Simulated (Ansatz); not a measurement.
# GeH6N2: the cost of one run

Program: Ansatz 0.2.0. Level of theory: RKS B3LYP/def2-SVPD. These are calculated values, not measurements.

## Step 1: The starting structure

Bond lengths: N1–Ge2 1.803 Å, Ge2–N3 1.857 Å, N1–H4 1.005 Å, N1–H5 1.084 Å, Ge2–H6 1.565 Å, Ge2–H7 1.566 Å, N3–H8 1.108 Å, N3–H9 1.069 Å. Angles: N1–Ge2–N3 108.0°, N1–Ge2–H6 110.1°, N1–Ge2–H7 109.9°, N3–Ge2–H6 110.4°, N3–Ge2–H7 109.9°, H6–Ge2–H7 108.5°, Ge2–N1–H4 108.2°, Ge2–N1–H5 109.1°, H4–N1–H5 103.4°, Ge2–N3–H8 103.8°, Ge2–N3–H9 107.5°, H8–N3–H9 104.2°.

Structure file:

```xyz
9

N    -1.1551    0.6703   -0.8292
Ge    0.4216    0.2232   -0.0787
N     0.1456   -1.2678    0.9937
H    -1.4293   -0.0715   -1.4487
H    -1.0046    1.5113   -1.4964
H     0.9685    1.4158    0.7747
H     1.4672   -0.1098   -1.1954
H     1.1395   -1.4550    1.4463
H    -0.4649   -0.9629    1.8165
```

## Step 2: Relaxing end A

Input file input.yaml:

```yaml
crystal:
  periodic: [false, false, false]
  atoms:
    - { symbol: "N", position_ang: [-1.1551, 0.6703, -0.8292] }
    - { symbol: Ge, position_ang: [0.4216, 0.2232, -0.0787] }
    - { symbol: "N", position_ang: [0.1456, -1.2678, 0.9937] }
    - { symbol: H, position_ang: [-1.4293, -0.0715, -1.4487] }
    - { symbol: H, position_ang: [-1.0046, 1.5113, -1.4964] }
    - { symbol: H, position_ang: [0.9685, 1.4158, 0.7747] }
    - { symbol: H, position_ang: [1.4672, -0.1098, -1.1954] }
    - { symbol: H, position_ang: [1.1395, -1.455, 1.4463] }
    - { symbol: H, position_ang: [-0.4649, -0.9629, 1.8165] }
basis:
  gaussian: { orbitals: def2-SVPD }
hamiltonian:
  xc: b3lyp
relax:
  f_tol: 0.015
  max_steps: 40
output:
  orbitals: {}
```

The run is started by

```console
> ansatz run input.yaml --threads 2 --pin off --max-ram 3072MiB --backend cpu --events-out ev --progress --plain --runs-dir out
```

What time and memory should one allow on 2 threads of Arm Neoverse N1, shared host?

About 52 s, with a peak of 0.31 GiB.
